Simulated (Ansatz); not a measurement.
Debugging a calculation of the dielectric tensor and Born charges of MoCl₆, space group P-31m (Ansatz's Python interface).

`eps_mocl6.py`:
```python
"""Response of MoCl6 to an electric field."""

import ansatz as az
import numpy as np

lattice = az.Lattice.of(
    (6.17347631, 0.0, 0.0),
    (-3.08673816, 5.34638732, 0.0),
    (0.0, 0.0, 5.66591942),
)
sites = [
    ("Mo", (0.0, 0.0, 0.5)),
    ("Cl", (0.30360714, 0.30360714, 0.26628799)),
    ("Cl", (0.0, 0.69639286, 0.26628799)),
    ("Cl", (0.69639286, 0.0, 0.26628799)),
    ("Cl", (0.0, 0.30360714, 0.73371201)),
    ("Cl", (0.30360714, 0.0, 0.73371201)),
    ("Cl", (0.69639286, 0.69639286, 0.73371201)),
]
system = az.Crystal(lattice=lattice)
for symbol, position in sites:
    system = system.atom(symbol, position)

# an insulator: whole occupations
model = (
    system.calculation()
    .scf(tolerance=1e-09)
    .basis(450)
    .functional("lda")
    .kpoints(6, 6, 4, center="gamma")
    .occupations("fermi_dirac")
    .dielectric()
)
out = model.run(threads=1)
response = out.dielectric
eps = np.asarray(response.eps_inf)

print("eps_inf")
print(np.round(eps, 3) + 0.0)
for site, z in zip(out.lattice.sites, response.zstar_e):
    print(f"{site.symbol:2s} Z* trace/3 = {np.trace(z) / 3:+.3f} e")
print(f"charge neutrality missed by {response.zstar_sum_residual_pre_e:.4f} e before the sum rule")
```

Output of `python eps_mocl6.py`:
```text
Traceback (most recent call last):
  File "eps_mocl6.py", line 34, in <module>
    out = model.run(threads=1)
  ...
ansatz.StepError: Γ-DFPT ε∞ and Z* are undefined for a ground state with partly filled bands, as here, since free carriers in a crystal screen a static homogeneous field. In a gapped crystal the cause is smearing tails, as with the default Fermi–Dirac width of 0.1 eV at gaps under some 2 eV. If the crystal has a gap, set `scf.occupations.method: fixed`, or, in a phonon run without `phonons.dynamical_quadrupoles`, leave `phonons.dielectric` out where the run then makes a separate unit-cell calculation, which fills bands by count (see `phonons.dielectric`). To request no field response, set to `false` whichever of `phonons.dynamical_quadrupoles` and `phonons.dielectric` is `true`, or `phonons.dielectric` where neither is, or remove the `dielectric:` section
The last result that the run could keep is in <dir> where next_state_free_energy_ev on a file's second line is a number, the run has left its state, where lower_state_in_no_save there is true it has gone on to a lower one that no save has, where lower_state_not_kept there is true it has shown a lower one that it does not keep, where withdrawn there is true it has taken that telling back, where relaxation_convergence_pending there is true the relaxation had not been seen to end on it, where checkpoint_pending there is true a resume need not go on from it, and where ended_on there is non_converged, with further_exchange_loops ahead (goes_on_to, as later_telling there has it, where it stands), the run gives no result, that one neither; one whose goes_on_to is unconverged_end is of a structure not shown to be relaxed.
```
(Library frames cut from the traceback.)

What is wrong, and how is it mended?

The fault: smearing under a field. The change:

`eps_mocl6.py`:
```python
"""Response of MoCl6 to an electric field."""

import ansatz as az
import numpy as np

lattice = az.Lattice.of(
    (6.17347631, 0.0, 0.0),
    (-3.08673816, 5.34638732, 0.0),
    (0.0, 0.0, 5.66591942),
)
sites = [
    ("Mo", (0.0, 0.0, 0.5)),
    ("Cl", (0.30360714, 0.30360714, 0.26628799)),
    ("Cl", (0.0, 0.69639286, 0.26628799)),
    ("Cl", (0.69639286, 0.0, 0.26628799)),
    ("Cl", (0.0, 0.30360714, 0.73371201)),
    ("Cl", (0.30360714, 0.0, 0.73371201)),
    ("Cl", (0.69639286, 0.69639286, 0.73371201)),
]
system = az.Crystal(lattice=lattice)
for symbol, position in sites:
    system = system.atom(symbol, position)

# an insulator: whole occupations
model = (
    system.calculation()
    .scf(tolerance=1e-09)
    .basis(450)
    .functional("lda")
    .kpoints(6, 6, 4, center="gamma")
    .occupations("fixed")
    .dielectric()
)
out = model.run(threads=1)
response = out.dielectric
eps = np.asarray(response.eps_inf)

print("eps_inf")
print(np.round(eps, 3) + 0.0)
for site, z in zip(out.lattice.sites, response.zstar_e):
    print(f"{site.symbol:2s} Z* trace/3 = {np.trace(z) / 3:+.3f} e")
print(f"charge neutrality missed by {response.zstar_sum_residual_pre_e:.4f} e before the sum rule")
```

With that change:

```console
$ python eps_mocl6.py
eps_inf
[[5.415 0.    0.   ]
 [0.    5.415 0.   ]
 [0.    0.    6.774]]
Mo Z* trace/3 = +6.359 e
Cl Z* trace/3 = -1.060 e
Cl Z* trace/3 = -1.060 e
Cl Z* trace/3 = -1.060 e
Cl Z* trace/3 = -1.060 e
Cl Z* trace/3 = -1.060 e
Cl Z* trace/3 = -1.060 e
charge neutrality missed by 0.0048 e before the sum rule
```

The run is spin-unpolarised. The Fermi level of a run with fixed occupations marks the highest occupied state on its mesh, not mid-gap. Averages over directions belong to no single polarisation, least of all in layered crystals. Pressure is positive in compression. This cell is a computed structure, which may not be the phase found in nature. This is the electronic (clamped-ion) response; a semilocal gap that is too small tends to raise it. The typed mesh is that of the SCF; the response is solved on denser meshes that the run picks. Wall time of the script: 15 min on 1 thread of Arm Neoverse N1, with other jobs on the host, peak memory 1.9 GiB.
